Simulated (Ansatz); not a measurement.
# WS2 (2H WS2): the cost of one run

Program: Ansatz 0.2.0. Level of theory: DFT LDA, scalar-relativistic, plane waves, PAW. These are calculated values, not measurements.

The COD entry's cell or inner coordinates are ideal or old and differ from later refinements, so a difference from it is no clean test against experiment.

**1. The system as given**

Symmetry: P6_3/mmc, No. 194, hexagonal system. Conventional cell: a = 3.180 Å, b = 3.180 Å, c = 12.500 Å, α = 90.00°, β = 90.00°, γ = 120.00°. Around W (site symmetry -6m2) lie 6 S at 2.41 Å. S (site symmetry 3m) is surrounded by 3 W at 2.41 Å.

As a file:

```cif
data_structure
_symmetry_space_group_name_H-M 'P6_3/mmc'
_symmetry_Int_Tables_number 194
_cell_length_a 3.1800
_cell_length_b 3.1800
_cell_length_c 12.5000
_cell_angle_alpha 90.000
_cell_angle_beta 90.000
_cell_angle_gamma 120.000
_cell_volume 109.47
loop_
_atom_site_label
_atom_site_type_symbol
_atom_site_symmetry_multiplicity
_atom_site_Wyckoff_symbol
_atom_site_fract_x
_atom_site_fract_y
_atom_site_fract_z
_atom_site_occupancy
W1 W 2 c 0.33333 0.66667 0.25000 1
S1 S 4 f 0.33333 0.66667 0.62500 1
```

The structure rests on an entry of the Crystallography Open Database; cell or positions may have been set otherwise for this series.

**2. Relaxing the atoms: WS2 (2H WS2), no spin**

File input.yaml:

```yaml
crystal:
  lattice:
    - [3.18, 0.0, 0.0]
    - [-1.59, 2.753960784, 0.0]
    - [0.0, 0.0, 12.5]
  atoms:
    - { symbol: W, position: [0.3333333333, 0.6666666667, 0.25] }
    - { symbol: W, position: [0.6666666667, 0.3333333333, 0.75] }
    - { symbol: S, position: [0.3333333333, 0.6666666667, 0.625] }
    - { symbol: S, position: [0.6666666667, 0.3333333333, 0.125] }
    - { symbol: S, position: [0.3333333333, 0.6666666667, 0.875] }
    - { symbol: S, position: [0.6666666667, 0.3333333333, 0.375] }
scf:
  occupations: { method: fixed }
output:
  forces: true
  stress: true
  eigenvalues: true
  write_density: true
  write_potential: true
  elf: true
  volumetric_format: npy
hamiltonian:
  xc: lda
basis:
  ecutwfc: 480
kpoints:
  mp_grid: { grid: [12, 12, 3] }
relax:
  f_tol: 0.001
  max_steps: 40
```

Launch:

```bash
$ ansatz run input.yaml --threads 8 --pin off --max-ram 24576MiB --backend cpu --events-out ev --progress --plain --runs-dir out
```

**Question.** How long does this run take on 8 threads of Intel Xeon Platinum 8488C (Sapphire Rapids), shared host, and how much memory does it need?

About 4.9 s, with a peak of 0.65 GiB.
